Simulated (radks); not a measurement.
# Be²⁺ in [He]: an all-electron calculation

What are the levels of the beryllium ion Be2+, how large are its shells, and how does its energy divide?

The numbers are computed with radks (a radial shooting solver on a logarithmic mesh, Libxc functionals) version 1 (non-relativistic Kohn-Sham, exchange-only B88, spin-polarised, spherical densities, point nucleus), except any that are marked as measured or tabulated.

## (1) The atom as given

```
element       : beryllium (Z = 4)
charge        : +2
electrons     : 2
configuration : [He]
```

The outer shells:

Be²⁺
```
1s [↑↓]
```

## (2) Self-consistent calculation

Settings of this run:

```text
Z 4
configuration [He] 2s0 2p0
relativity non-relativistic
functional b88,
spin polarised
nucleus point
```

Started as:

```bash
python run_ks.py task.json out
```

This one command runs every case of the session in turn.

What does the calculation give?

**Answer**, as computed:

| quantity | value |
| --- | --- |
| total energy | -13.60077 hartree |
| exchange-correlation share of it | 16.60 % |
| −T/E | 1.0000 |
| highest occupied level | 1s, -131.57 eV |
| most extended occupied level | 1s up, <r> = 0.417 bohr |
| radius at density 0.001 e/bohr³ | 1.47 bohr |
| maxima of the radial density | 1 |
| ionisation energy, NIST | 153.90 (theory) eV |

**Reading.** The radial density shows 1 maxima for 1 occupied principal shells. The ratio −T/E is 1.0000; for a non-relativistic Coulomb system it is 1 up to the kinetic part of correlation. The top level binds by 131.57 eV, 85 % of the NIST ionisation energy of 153.90 eV; the potential of a semilocal functional falls off too fast, so its top eigenvalue is too shallow. 
